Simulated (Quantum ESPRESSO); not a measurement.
Crystal: Ta4Al.

```
CELL_PARAMETERS angstrom
-2.96490 2.96490 2.96490
2.96490 -2.96490 2.96490
2.96490 2.96490 -2.96490
ATOMIC_POSITIONS crystal
Ta 0.00000 0.00000 0.50000
Ta 0.50000 0.00000 0.00000
Ta 0.50000 0.50000 0.50000
Ta 0.00000 0.50000 0.00000
Al 0.00000 0.00000 0.00000
```

The cell was built by a generator and needn't be a form met in nature.

* Program: Quantum ESPRESSO 7.5
* Task: Hubbard U by linear response
* Functional: LDA
* Potentials or basis: PseudoDojo 0.4.1 SR LDA standard
* Cutoff: 789 eV
* Density cutoff: 3157 eV
* k mesh: 4 × 4 × 4
* Occupations: cold, width 0.2 eV
* Spin: no spin polarisation
* Hubbard terms: Ta d U = 2.0 eV
* Start of the occupations: default
* Hubbard projectors: ortho-atomic
* Form of the LDA correlation: PW92
* Mixing beta: 0.3
* Most SCF iterations: 120
* SCF threshold: 1e-09 Ry
* q mesh: 2 × 2 × 2

**Question.** What Hubbard parameters does linear response give?

**Answer.** U = 2.24 eV on Ta 5d. The values belong to these projectors, potentials and this ground state, and don't carry over to other codes.

Hubbard U from linear response:
| site | manifold | U (eV) |
| --- | --- | --- |
| 1 | Ta-5d | 2.24 |
| 2 | Ta-5d | 2.24 |
| 3 | Ta-5d | 2.24 |
| 4 | Ta-5d | 2.24 |
On the first site the bare response is -1.334 and the screened one -0.340 eV⁻¹.

Eigenvalues of the final occupation matrices:
```csv
site,spin,trace,eigenvalues
Ta 1 5d,each,2.02,0.26 0.26 0.41 0.54 0.54
Ta 2 5d,each,2.02,0.26 0.26 0.41 0.54 0.54
Ta 3 5d,each,2.02,0.26 0.26 0.41 0.54 0.54
Ta 4 5d,each,2.02,0.26 0.26 0.41 0.54 0.54
```

Caveat: the k mesh is coarse (spacing up to 0.37 Å⁻¹), so the values aren't converged; U without spin polarisation on a metal has little footing; the U is typed as a test and isn't derived for this compound.
